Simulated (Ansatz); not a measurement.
Run this with Ansatz 0.2.0 through its Python package and show what comes out.

The script, `drho_pt3rh.py`:
```python
"""Density difference of Pt3Rh against its sublattices."""

import warnings

import ansatz as az
import numpy as np

VECTORS = np.array([
    [3.909869, 0.0, 0.0],
    [0.0, 3.909869, 0.0],
    [0.0, 0.0, 3.909869],
])
SITES = [
    ("Rh", (0.5, 0.5, 0.5)),
    ("Pt", (0.5, 0.0, 0.0)),
    ("Pt", (0.0, 0.5, 0.0)),
    ("Pt", (0.0, 0.0, 0.5)),
]


def crystal_on(cell):
    crystal = az.Crystal(lattice=az.Lattice.of(cell))
    for symbol, position in SITES:
        crystal = crystal.atom(symbol, position)
    return crystal

warnings.simplefilter("ignore", az.DeckWarning)

# one cutoff and one grid for all runs, so that the fields can be subtracted
def solve(crystal):
    return (
        crystal.calculation()
        .functional("pbesol")
        .occupations("methfessel_paxton", width=0.1)
        .basis(460, grid_basis="typed")
        .kpoints(6, 6, 6)
        .density()
        .run(threads=1)
    )


whole = solve(crystal_on(VECTORS))
difference = whole.density().channels[0].density_e_per_ang3.copy()
binding = whole.report["free_energy_ev"]
for element in ["Rh", "Pt"]:
    part = az.Crystal(lattice=az.Lattice.of(VECTORS))
    for symbol, position in SITES:
        if symbol == element:
            part = part.atom(symbol, position)
    alone = solve(part)
    difference -= alone.density().channels[0].density_e_per_ang3
    binding -= alone.report["free_energy_ev"]
    print(f"{element} sublattice: {alone.report['n_electrons']:g} electrons, {alone.report['n_iterations']} iterations")

voxel = abs(np.linalg.det(VECTORS)) / difference.size
print(f"energy of the crystal less its unpolarised sublattices: {binding / len(SITES):.4f} eV/atom")
print(f"net charge of the difference {difference.sum() * voxel:.5f} e, charge rearranged {0.5 * np.abs(difference).sum() * voxel:.3f} e")
print(f"extremes {difference.min():.4f} and {difference.max():.4f} e/A^3")
for (symbol, position) in SITES:
    index = tuple(int(round(p * n)) % n for p, n in zip(position, difference.shape))
    print(f"  change of the pseudo-density at the grid point nearest {symbol}: {difference[index]:+.4f} e/A^3")
```

```console
$ python drho_pt3rh.py
Rh sublattice: 17 electrons, 6 iterations
Pt sublattice: 54 electrons, 6 iterations
energy of the crystal less its unpolarised sublattices: -1.7797 eV/atom
net charge of the difference 0.00000 e, charge rearranged 0.915 e
extremes -0.4739 and 0.5106 e/A^3
  change of the pseudo-density at the grid point nearest Rh: -0.1298 e/A^3
  change of the pseudo-density at the grid point nearest Pt: -0.0343 e/A^3
  change of the pseudo-density at the grid point nearest Pt: -0.0343 e/A^3
  change of the pseudo-density at the grid point nearest Pt: -0.0343 e/A^3
```

What to keep in mind:
- The mesh is modest for a metal, so energies can be off by several to tens of meV an atom and pressures by half a GPa or more; differences at equal mesh fare better.
- Spin-orbit coupling, which matters for elements this heavy, is left out.
- Densities and potentials on the grid are those of the valence electrons, and inside the cores they hang on the potentials used.
- The structure comes from a database of computed cells and needn't be a stable or known phase.
- Charge moved counts every rearrangement, bonding and polarisation too, and is no transfer between atoms; the bare sublattices are artificial references. Values near the nuclei depend on the potentials.
- Finished in 5.4 s on 1 thread of Arm Neoverse V2, on a shared host, peak memory 0.41 GiB.
